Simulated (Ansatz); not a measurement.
# C2H7ClOSi: small, medium and large basis sets

One table from this session's results is given with a row withheld; the runs are named, their logs left out.

The runs use Ansatz 0.2.0, Gaussian basis; one geometry, several basis sets.

Levels to be run: PBE0-D4/def2-SVP; ωB97M-V/def2-SVP; PBE0-D4/def2-QZVPP; ωB97M-V/def2-QZVPP; the functionals' def2-TZVPP values are taken from earlier runs.

### Structure used throughout

The geometry comes from an earlier relaxation with PBE0-D4 in a triple-zeta def2 set; it is a stationary point, not always the lowest conformer.

SMILES `C[Si](C)(O)Cl`, 12 atoms, charge 0, spin multiplicity 1.

Atoms are counted from 1 here; the program's logs count them from 0.

Bond lengths: C1–Si2 1.856 Å, C1–H6 1.092 Å, C1–H7 1.093 Å, C1–H8 1.093 Å, Si2–C3 1.848 Å, Si2–O4 1.641 Å, Si2–Cl5 2.076 Å, C3–H9 1.092 Å, C3–H10 1.092 Å, C3–H11 1.093 Å, O4–H12 0.958 Å. Angles: Si2–C1–H6 110.8°, Si2–C1–H7 111.1°, Si2–C1–H8 110.3°, H6–C1–H7 107.8°, H6–C1–H8 108.4°, H7–C1–H8 108.3°, C1–Si2–C3 113.8°, C1–Si2–O4 112.2°, C1–Si2–Cl5 106.6°, C3–Si2–O4 106.6°, C3–Si2–Cl5 109.0°, O4–Si2–Cl5 108.6°, Si2–C3–H9 110.9°, Si2–C3–H10 110.4°, Si2–C3–H11 110.2°, H9–C3–H10 108.4°, H9–C3–H11 108.5°, H10–C3–H11 108.3° and more.

The first run:

File in.yaml:

```yaml
crystal:
  periodic: [false, false, false]
  atoms:
    - {symbol: C, position_ang: [-1.540879, 0.439349, 0.063959]}
    - {symbol: Si, position_ang: [0.256019, 0.199798, -0.333940]}
    - {symbol: C, position_ang: [1.195782, -0.708020, 0.973503]}
    - {symbol: O, position_ang: [0.475290, -0.632382, -1.731583]}
    - {symbol: Cl, position_ang: [1.070309, 2.095849, -0.558495]}
    - {symbol: H, position_ang: [-1.659964, 0.999142, 0.994479]}
    - {symbol: H, position_ang: [-2.048376, 0.995126, -0.727967]}
    - {symbol: H, position_ang: [-2.036928, -0.528433, 0.176555]}
    - {symbol: H, position_ang: [1.117979, -0.195700, 1.934661]}
    - {symbol: H, position_ang: [2.251313, -0.778894, 0.704384]}
    - {symbol: H, position_ang: [0.801407, -1.721054, 1.088375]}
    - {symbol: H, position_ang: [0.195250, -0.220180, -2.549829]}
basis:
  gaussian: {orbitals: def2-SVP}
hamiltonian: {xc: pbe0, dispersion: d4}
output: {orbitals: {seedname: orbitals}}
```

The run is started by

```bash
ansatz run in.yaml --threads 4 --pin off --events-out ev --progress --plain --max-ram 10444MiB
```

Steps of the session up to this table: PBE0-D4 in def2-SVP; ωB97M-V in def2-SVP; PBE0-D4 in def2-QZVPP; ωB97M-V in def2-QZVPP.

One of the session's tables, all rows but one given; the rest of the session is left out.

```
functional       basis  HOMO (eV)  LUMO (eV)
   PBE0-D4    def2-SVP      -8.24       1.35
   PBE0-D4  def2-TZVPP      -8.39       0.72
   PBE0-D4  def2-QZVPP      -8.42       0.27
   ωB97M-V    def2-SVP          ?          ?
   ωB97M-V  def2-TZVPP     -10.64       2.13
   ωB97M-V  def2-QZVPP     -10.67       1.42
```

Estimate the missing values for ωB97M-V, def2-SVP.

As computed: HOMO (eV): -10.46; LUMO (eV): 2.96. In the column «HOMO (eV)» it lies between ωB97M-V, def2-TZVPP (-10.64) and PBE0-D4, def2-QZVPP (-8.42).
